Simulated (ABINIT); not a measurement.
MnPt2:

```
CELL_PARAMETERS angstrom
2.85840 0.00000 0.00000
-1.42920 2.47545 0.00000
0.00000 0.00000 6.53250
ATOMIC_POSITIONS crystal
Pt 0.66667 0.33333 0.31621
Pt 0.33333 0.66667 0.68379
Mn 0.00000 0.00000 0.00000
```

The cell comes from a database or a generator and needn't be the stable form of this composition.

```yaml
Program: ABINIT 10.8.3 (patched build)
Task: relaxation of cell and atoms
Functional: PBEsol
Potentials_or_basis: JTH PAW PBE v2.0
Cutoff: 707 eV
k_mesh: 7 × 7 × 2
Occupations: fermi-dirac, width 0.05 eV
Spin: collinear spin, ferromagnetic start
Starting_moments: "[0.0, 0.0, 4.0] μB"
```

At the start: pressure -7.7 GPa; volume 15.41 Å³/atom.

**Question.** How do energy, volume and symmetry change on relaxing?

**Answer.** Over 9 steps the energy falls by 22.1 meV/atom and the volume is 14.71 Å³/atom (-4.5 %); space group P-3m1 (No. 164, to 0.05 Å); moment 4.30 μB per cell.

The path:
```tsv
step	energy change (eV)	largest force (eV/Å)	pressure (GPa)	volume (Å³)
1	0.0000	0.1158	-7.74	46.22
2	-0.0403	0.1520	-3.61	45.14
3	-0.0347	0.6668	1.19	43.99
4	-0.0523	0.1519	-1.04	44.51
5	-0.0547	0.1149	-0.52	44.38
6	-0.0604	0.0646	0.77	44.03
7	-0.0624	0.0855	0.91	43.98
8	-0.0662	0.0356	0.31	44.06
9	-0.0664	0.0093	-0.01	44.12
```

Final structure:
```
CELL_PARAMETERS angstrom
2.78080 0.00000 0.00000
-1.39040 2.40825 0.00000
0.00000 0.00000 6.58840
ATOMIC_POSITIONS crystal
Pt 0.66667 0.33333 0.31861
Pt 0.33333 0.66667 0.68139
Mn 0.00000 0.00000 0.00000
```

Caveat: the k mesh is coarse (spacing up to 0.48 Å⁻¹), so the values aren't converged; the PAW data sets were made with another functional, which shifts forces and pressure a little.
